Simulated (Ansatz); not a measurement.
# ClFGe₂H₂O: basis-set convergence

An exercise on one series of results from a longer session: the logs are not shown, and one member is left open.

Computed with Ansatz 0.2.0, Gaussian basis. Level: one geometry, several basis sets.

Levels to be run: PBE0-D4/def2-SVP; ωB97M-V/def2-SVP; PBE0-D4/def2-QZVPP; ωB97M-V/def2-QZVPP; the functionals' def2-TZVPP values are taken from earlier runs.

**Structure used throughout**

All runs share one geometry, relaxed beforehand with PBE0-D4 in a triple-zeta def2 set.

SMILES `[F][Ge@H]1[O][Ge@H]1[Cl]`, 7 atoms, charge 0, spin multiplicity 1.

Atoms are counted from 1 here; the program's logs count them from 0.

Bond lengths: F1–Ge2 1.730 Å, Ge2–O3 1.813 Å, Ge2–Ge4 2.314 Å, Ge2–H6 1.532 Å, O3–Ge4 1.824 Å, Ge4–Cl5 2.135 Å, Ge4–H7 1.532 Å. Angles: F1–Ge2–O3 111.0°, F1–Ge2–Ge4 118.5°, F1–Ge2–H6 105.9°, O3–Ge2–Ge4 50.7°, O3–Ge2–H6 116.2°, Ge4–Ge2–H6 135.5°, Ge2–O3–Ge4 79.0°, Ge2–Ge4–O3 50.3°, Ge2–Ge4–Cl5 120.4°, Ge2–Ge4–H7 131.5°, O3–Ge4–Cl5 112.6°, O3–Ge4–H7 114.5°, Cl5–Ge4–H7 108.0°.

Set-up of the first run:

in.yaml reads:

```yaml
crystal:
  periodic: [false, false, false]
  atoms:
    - {symbol: F, position_ang: [-2.314046, -0.078529, 0.729388]}
    - {symbol: Ge, position_ang: [-0.613965, 0.047569, 1.021473]}
    - {symbol: O, position_ang: [0.299662, -1.220401, 0.102807]}
    - {symbol: Ge, position_ang: [0.803621, 0.286886, -0.792267]}
    - {symbol: Cl, position_ang: [0.015273, 0.365581, -2.774704]}
    - {symbol: H, position_ang: [-0.447538, 0.031975, 2.543911]}
    - {symbol: H, position_ang: [2.318292, 0.498920, -0.876309]}
basis:
  gaussian: {orbitals: def2-SVP}
hamiltonian: {xc: pbe0, dispersion: d4}
output: {orbitals: {seedname: orbitals}}
```

Run with:

```console
ansatz run in.yaml --threads 4 --pin off --events-out ev --progress --plain --max-ram 10444MiB
```

Among the steps run: PBE0-D4 in def2-SVP; ωB97M-V in def2-SVP; PBE0-D4 in def2-QZVPP; ωB97M-V in def2-QZVPP.

One table of the session follows, with a row left open; its other results are not shown here.

It belongs to the step «Functionals by basis». 

```
functional       basis  HOMO (eV)  LUMO (eV)
   PBE0-D4    def2-SVP      -7.42      -2.02
   PBE0-D4  def2-TZVPP      -7.50      -2.12
   PBE0-D4  def2-QZVPP      -7.54      -2.16
   ωB97M-V    def2-SVP      -9.42      -0.12
   ωB97M-V  def2-TZVPP          ?          ?
   ωB97M-V  def2-QZVPP      -9.58      -0.37
```

Estimate the missing values for ωB97M-V, def2-TZVPP.

As computed: HOMO (eV): -9.53; LUMO (eV): -0.28. In the column «HOMO (eV)» it lies between ωB97M-V, def2-QZVPP (-9.58) and ωB97M-V, def2-SVP (-9.42).
